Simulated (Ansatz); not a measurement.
# C₂H₆BrNSi: a ladder of functionals and wavefunction methods

How much do the methods differ for C₂H₆BrNSi? The plan is to run it at one geometry with functionals of several rungs and with coupled cluster. The yardstick is the atomisation energy at the CCSD(T) limit.

The runs use Ansatz 0.2.0, Gaussian basis; functionals in def2-TZVPP, the program's frozen cores in correlated methods.

Plan: PBE-D4, r2SCAN-D4, PBE0-D4, B3LYP-D4, ωB97X-V, ωB97M-V, B2PLYP; CCSD(T)/def2-TZVPP; MP2/def2-QZVPP; extrapolation to the limit.

### 1 The geometry

The geometry comes from an earlier relaxation with PBE0-D4 in a triple-zeta def2 set; it is a stationary point, not always the lowest conformer.

SMILES `N=C[SiH2]CBr`, 11 atoms, charge 0, spin multiplicity 1.

Atoms are counted from 1 here; the program's logs count them from 0.

Bond lengths: N1–C2 1.269 Å, N1–H6 1.022 Å, C2–Si3 1.890 Å, C2–H7 1.100 Å, Si3–C4 1.873 Å, Si3–H8 1.485 Å, Si3–H9 1.491 Å, C4–Br5 1.946 Å, C4–H10 1.088 Å, C4–H11 1.089 Å. Angles: C2–N1–H6 112.1°, N1–C2–Si3 117.4°, N1–C2–H7 122.3°, Si3–C2–H7 120.3°, C2–Si3–C4 108.1°, C2–Si3–H8 110.7°, C2–Si3–H9 108.2°, C4–Si3–H8 111.2°, C4–Si3–H9 109.8°, H8–Si3–H9 108.7°, Si3–C4–Br5 109.3°, Si3–C4–H10 113.5°, Si3–C4–H11 110.6°, Br5–C4–H10 106.8°, Br5–C4–H11 106.5°, H10–C4–H11 109.8°.

### 2 PBE-D4 (GGA)

in.yaml

```yaml
crystal:
  periodic: [false, false, false]
  atoms:
    - {symbol: N, position_ang: [0.561568, 1.760695, 0.577040]}
    - {symbol: C, position_ang: [0.236924, 0.739097, 1.256081]}
    - {symbol: Si, position_ang: [-0.605714, -0.683697, 0.339822]}
    - {symbol: C, position_ang: [-0.111215, -0.588873, -1.464326]}
    - {symbol: Br, position_ang: [1.745922, -1.138000, -1.651648]}
    - {symbol: H, position_ang: [0.993706, 2.484511, 1.155031]}
    - {symbol: H, position_ang: [0.414137, 0.673742, 2.340116]}
    - {symbol: H, position_ang: [-0.222330, -1.989615, 0.932606]}
    - {symbol: H, position_ang: [-2.081337, -0.513496, 0.469537]}
    - {symbol: H, position_ang: [-0.699064, -1.239236, -2.109523]}
    - {symbol: H, position_ang: [-0.167298, 0.437671, -1.824138]}
basis:
  gaussian: {orbitals: def2-TZVPP}
hamiltonian: {xc: pbe, dispersion: d4}
output: {forces: true, orbitals: {seedname: orbitals}}
```

Command:

```sh
$ ansatz run in.yaml --threads 4 --pin off --events-out ev --progress --plain --max-ram 10444MiB
```

The runs that follow: r2SCAN-D4 (meta-GGA); PBE0-D4 (hybrid); B3LYP-D4 (hybrid); ωB97X-V (range-separated); ωB97M-V (range-separated); B2PLYP (double hybrid); CCSD(T) in def2-TZVPP; MP2 in def2-QZVPP.

Before running them: what should the planned runs give, taken together? Wanted: atomisation energy, CCSD(T)/CBS; farthest; mean size of error, hybrid; mean size of error, range-separated; gap, smallest and largest; T1 diagnostic; triples share of the correlation energy.

**Answer**, as computed:

```
                               quantity                                           value
        atomisation energy, CCSD(T)/CBS                                       39.782 eV
    functionals within 0.398 eV (1.0 %)  r2SCAN-D4, PBE0-D4, B3LYP-D4, ωB97X-V, ωB97M-V
                               farthest                              PBE-D4 (+0.819 eV)
             mean size of error, hybrid                                        0.025 eV
    mean size of error, range-separated                                        0.083 eV
              gap, smallest and largest            3.88 eV (PBE-D4), 11.11 eV (ωB97X-V)
                          T1 diagnostic                                          0.0103
triples share of the correlation energy                                           4.0 %
```

In words: PBE-D4 misses by +0.819 eV. Double hybrids carry the basis error of their MP2 part in triple zeta, and no dispersion term here, so their miss is partly the set-up's. The reference freezes the cores and leaves out relativity and excitations past (T), and its outer-core shells are covered unevenly, so misses under about 0.398 eV can't be ranked. All levels share the lack of spin-orbit coupling, which lowers the free heavy atoms and so the true binding. Hartree-Fock recovers 71 % of the binding; the rest is correlation. Orbital gaps span 3.9 to 11.1 eV; exact exchange widens them. The restricted reference is unstable towards a spin-broken one. Correlated methods include outer-core shells of Br, which these sets cover unevenly.
